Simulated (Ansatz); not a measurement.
# Rb3Cd: the cost of one run

Computed with Ansatz 0.2.0, driven from Python. Level of theory: DFT r2SCAN, plane waves, PAW.

## (1) Starting point

The structure is cubic, space group Fm-3m (No. 225). Conventional cell: a = 10.002 Å, b = 10.002 Å, c = 10.002 Å, α = 90.00°, β = 90.00°, γ = 90.00°. Rb (site symmetry -43m) is surrounded by 4 Rb at 4.33 Å and 4 Cd at 4.33 Å. Around Rb (site symmetry m-3m) lie 8 Rb at 4.33 Å. Around Cd (site symmetry m-3m) lie 8 Rb at 4.33 Å.

No structure file is read: the coordinates are typed or built in the script.

## (2) The script

eos.py

```python
"""Bulk modulus of Rb3Cd from an E(V) curve."""

from dataclasses import dataclass

import ansatz
import numpy as np
from scipy.optimize import curve_fit


@dataclass
class Options:
    functional: str = "r2SCAN"
    smearing: str = "cold"
    cutoff: int = 600
    kmesh: tuple[int, ...] = (4, 4, 4)


opts = Options()

VECTORS = np.array([
    [0.0, 5.001006, 5.001006],
    [5.001006, 0.0, 5.001006],
    [5.001006, 5.001006, 0.0],
])
SITES = [
    ("Rb", (0.25, 0.25, 0.25)),
    ("Rb", (0.75, 0.75, 0.75)),
    ("Rb", (0.5, 0.5, 0.5)),
    ("Cd", (0.0, 0.0, 0.0)),
]


def crystal_on(cell):
    crystal = ansatz.Crystal(lattice=ansatz.Lattice.of(cell))
    for symbol, position in SITES:
        crystal = crystal.atom(symbol, position)
    return crystal

def vinet(v, e0, v0, b0, b1):
    eta = (v / v0) ** (1 / 3)
    return e0 + 2 * b0 * v0 / (b1 - 1) ** 2 * (2 - (5 + 3 * b1 * (eta - 1) - 3 * eta) * np.exp(-1.5 * (b1 - 1) * (eta - 1)))


def main() -> None:
    # scale the volume, keep shape and fractions
    volumes, energies, pressures = [], [], []
    for scale in np.linspace(0.92, 1.08, 7):
        cell = VECTORS * scale ** (1 / 3)
        calc = crystal_on(cell).calculation()
        calc = calc.functional(opts.functional).occupations(opts.smearing)
        calc = calc.basis(opts.cutoff)
        calc = calc.kpoints(*opts.kmesh).stress()
        r = calc.run(threads=1).report
        volumes.append(abs(np.linalg.det(cell)) / len(SITES))
        energies.append(r["free_energy_ev"] / len(SITES))
        pressures.append(np.trace(r["stress_gpa"]) / 3)
        print(f"V = {volumes[-1]:8.4f} A^3/atom  F = {energies[-1]:.5f} eV/atom  P = {pressures[-1]:8.3f} GPa")

    guess = (min(energies), volumes[int(np.argmin(energies))], 0.5, 4.5)
    (e0, v0, b0, b1), _ = curve_fit(vinet, np.array(volumes), np.array(energies), p0=guess, maxfev=20000)
    print(f"Vinet fit: V0 = {v0:.4f} A^3/atom, B0 = {160.21766 * b0:.1f} GPa, B1 = {b1:.2f}")
    print("largest residual", round(1000 * float(np.abs(vinet(np.array(volumes), e0, v0, b0, b1) - energies).max()), 3), "meV/atom")


if __name__ == "__main__":
    main()
```

## (3) The calls as engine input

The package turns the script's settings into the engine's input (first run):

```yaml
crystal:
  lattice:
    - [0.0, 4.863922555453456, 4.863922555453456]
    - [4.863922555453456, 0.0, 4.863922555453456]
    - [4.863922555453456, 4.863922555453456, 0.0]
  atoms:
    - { symbol: Rb, position: [0.25, 0.25, 0.25] }
    - { symbol: Rb, position: [0.75, 0.75, 0.75] }
    - { symbol: Rb, position: [0.5, 0.5, 0.5] }
    - { symbol: Cd, position: [0.0, 0.0, 0.0] }
basis:
  ecutwfc: 600.0
kpoints:
  mp_grid:
    grid: [4, 4, 4]
hamiltonian:
  xc: r2scan
scf:
  occupations:
    method: cold
output:
  stress: true
```

## (4) The run

Started as:

```console
$ python eos.py
```

**Question.** How long does this script take on 1 thread of Arm Neoverse V1, shared host, and how much memory does it need?

About 90 s, with a peak of 1.5 GiB.
